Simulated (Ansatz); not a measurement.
Consider a ladder of basis sets of ClHSb, SMILES [Cl][SbH] (Ansatz 0.2.0, Python API).

`basis_clhsb.py`
```python
import ansatz
from ase import Atoms


def main() -> None:
    atoms = Atoms(['Cl', 'Sb', 'H'], positions=[
        (1.4895, 0.3564, 0.8453),
        (-0.671, 0.6555, -0.2932),
        (-0.8294, -1.0767, -0.5654),
    ])
    clhsb = ansatz.Crystal.molecule_from_ase(atoms)

    job = (
        clhsb.calculation()
        .functional('b3lyp')
        .spin('collinear', total=1)
    )

    energies = {}
    for basis in ['def2-SVP', 'def2-SVPD', 'def2-TZVP', 'def2-TZVPP']:
        summary = job.basis(gaussian=basis).run(threads=1).report
        size = summary['n_frozen'] + summary['n_occupied'][0] + summary['n_virtual'][0]
        energies[basis] = (summary['reference_energy_ev'] / 27.211386246, summary['free_energy_ev'] / 27.211386246)
        print(f'{basis:14s} {size:4d} orbitals  reference {energies[basis][0]:14.6f} Ha  total {energies[basis][1]:14.6f} Ha')

    last = energies['def2-TZVPP'][1]
    for basis, (_, total) in energies.items():
        print(f'{basis:14s} lies {27.211386 * (total - last):9.4f} eV above def2-TZVPP')


if __name__ == '__main__':
    main()
```

How far does the total energy move along this ladder of basis sets?

Against def2-SVP: def2-SVPD -12.7 mHa, def2-TZVP -173.1 mHa and def2-TZVPP -173.3 mHa. The last step alone is -0.21 mHa (these two sets differ little on atoms other than hydrogen). From the first set to the last the time grows from 2.2 to 3.7 s.

The run itself:

```console
$ python basis_clhsb.py
def2-SVP         49 orbitals  reference    -701.005927 Ha  total    -701.005927 Ha
def2-SVPD        67 orbitals  reference    -701.018648 Ha  total    -701.018648 Ha
def2-TZVP        93 orbitals  reference    -701.179028 Ha  total    -701.179028 Ha
def2-TZVPP      106 orbitals  reference    -701.179234 Ha  total    -701.179234 Ha
def2-SVP       lies    4.7159 eV above def2-TZVPP
def2-SVPD      lies    4.3698 eV above def2-TZVPP
def2-TZVP      lies    0.0056 eV above def2-TZVPP
def2-TZVPP     lies    0.0000 eV above def2-TZVPP
```

Notes:
- The drop along the ladder measures the basis error, and is no property of the molecule.
- The geometry is a force-field or estimated start, not a minimum of this method, and the last set is no limit. Much of the fall in a total is atomic energy, which cancels in bond and reaction energies.
- def2 sets replace the cores of elements past krypton by effective core potentials.
- The species is open-shell (spin multiplicity 2).
- b3lyp holds the VWN-RPA fit, as in Gaussian; the form of ORCA and Turbomole is b3lyp5.
- Run time: 13 s on 1 thread of Arm Neoverse V1 (shared host), peak memory 0.29 GiB.
